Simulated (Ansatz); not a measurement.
**La3Hf under changes of volume**

One of the cells (32.104 Å³/atom); the others are scaled copies at fixed shape and fractional positions:

```
CELL_PARAMETERS angstrom
5.04513 0.00000 0.00000
0.00000 5.04513 0.00000
0.00000 0.00000 5.04513
ATOMIC_POSITIONS crystal
Hf 0.00000 0.00000 0.00000
La 0.50000 0.50000 0.00000
La 0.50000 0.00000 0.50000
La 0.00000 0.50000 0.50000
```

The cell comes from a database or a generator and needn't be the stable form of this composition.

| Item | Value |
| --- | --- |
| Program | Ansatz 0.2.0 |
| Functional | PBE |
| Potentials or basis | Ansatz PAW |
| Cutoff | 420 eV (not typed: the program's choice for these potentials) |
| k mesh | 5 × 5 × 5 |
| Occupations | fermi-dirac, width 0.05 eV |
| Spin | no spin polarisation |

```tsv
volume (Å³/atom)	energy over the lowest point (meV/atom)	pressure (GPa)
30.178	15.30	2.6
30.820	6.54	1.7
31.462	1.54	0.8
32.104	0.00	0.0
32.746	1.64	-0.8
33.388	6.19	-1.4
34.030	?	?
```

Task: What does the run at 34.030 Å³/atom give?

Result: Energy over the lowest point 13.36 meV/atom; pressure -2.0 GPa.

Worked out: A Birch-Murnaghan fit of order 3 (a polynomial in V^(-2/3)) to the other rows has its minimum at 32.09 Å³/atom with B0 = V·E''(V) = 40 GPa and B' = 3.2. It gives 13.42 meV/atom at 34.030 Å³/atom, against the run's 13.36, and -dE/dV = -2.1 GPa, against -2.0.

Energies are extrapolated to zero smearing.
